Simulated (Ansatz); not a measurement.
**C₂H₆FMoNO: small, medium and large basis sets**

Aim: see how fast density functionals converge with the basis set for C₂H₆FMoNO.

Program: Ansatz 0.2.0, Gaussian basis. Level of theory: one geometry, several basis sets. These are calculated values, not measurements.

Levels to be run: PBE0-D4/def2-SVP; ωB97M-V/def2-SVP; PBE0-D4/def2-QZVPP; ωB97M-V/def2-QZVPP; the functionals' def2-TZVPP values are taken from earlier runs.

## (1) Structure used throughout

All runs share one geometry, relaxed beforehand with PBE0-D4 in a triple-zeta def2 set. Mo takes the def2 core potential; no spin-orbit term is included.

SMILES `C[N]=[Mo]([CH3])(=[O])[F]`, 12 atoms, charge 0, spin multiplicity 1.

Atoms are counted from 1 here; the program's logs count them from 0.

Bond lengths: C1–N2 1.418 Å, C1–H7 1.095 Å, C1–H8 1.096 Å, C1–H9 1.095 Å, N2–Mo3 1.718 Å, Mo3–C4 2.104 Å, Mo3–O5 1.676 Å, Mo3–F6 1.865 Å, C4–H10 1.094 Å, C4–H11 1.091 Å, C4–H12 1.094 Å. Angles: N2–C1–H7 109.4°, N2–C1–H8 111.5°, N2–C1–H9 110.4°, H7–C1–H8 108.6°, H7–C1–H9 107.8°, H8–C1–H9 109.1°, C1–N2–Mo3 151.6°, N2–Mo3–C4 102.9°, N2–Mo3–O5 107.7°, N2–Mo3–F6 111.4°, C4–Mo3–O5 106.3°, C4–Mo3–F6 111.5°, O5–Mo3–F6 116.1°, Mo3–C4–H10 108.6°, Mo3–C4–H11 111.9°, Mo3–C4–H12 108.6°, H10–C4–H11 109.1°, H10–C4–H12 109.9° and more.

## (2) PBE0-D4 in def2-SVP

in.yaml

```yaml
crystal:
  periodic: [false, false, false]
  atoms:
    - {symbol: C, position_ang: [-0.989591, -0.747585, 1.841809]}
    - {symbol: N, position_ang: [-0.150688, -0.012191, 0.965732]}
    - {symbol: Mo, position_ang: [0.086851, 1.035235, -0.375117]}
    - {symbol: C, position_ang: [1.126055, -0.181067, -1.741958]}
    - {symbol: O, position_ang: [-1.413655, 1.335674, -1.057754]}
    - {symbol: F, position_ang: [1.086338, 2.535548, 0.101945]}
    - {symbol: H, position_ang: [-0.689492, -1.800634, 1.834725]}
    - {symbol: H, position_ang: [-2.040942, -0.682441, 1.538971]}
    - {symbol: H, position_ang: [-0.887690, -0.377847, 2.866954]}
    - {symbol: H, position_ang: [1.284154, 0.387140, -2.663936]}
    - {symbol: H, position_ang: [0.575450, -1.093611, -1.974409]}
    - {symbol: H, position_ang: [2.090112, -0.453525, -1.303061]}
basis:
  gaussian: {orbitals: def2-SVP}
hamiltonian: {xc: pbe0, dispersion: d4}
output: {orbitals: {seedname: orbitals}}
```

The run is started by

```sh
$ ansatz run in.yaml --threads 4 --pin off --events-out ev --progress --plain --max-ram 11315MiB
```

The runs that follow: ωB97M-V in def2-SVP; PBE0-D4 in def2-QZVPP; ωB97M-V in def2-QZVPP.

Q: Predict the results of all the runs planned. Wanted: PBE0-D4: double and triple zeta above quadruple; ωB97M-V: double and triple zeta above quadruple.

**Answer**, as computed:

| quantity | value |
| --- | --- |
| PBE0-D4: double and triple zeta above quadruple | 11.24, 0.57 eV |
| ωB97M-V: double and triple zeta above quadruple | 11.58, 0.56 eV |

PBE0-D4 gains 10.67 eV from double to triple zeta, then 0.57 eV more. These are total energies; as a rule much of such shifts cancels in differences, which this series doesn't test.
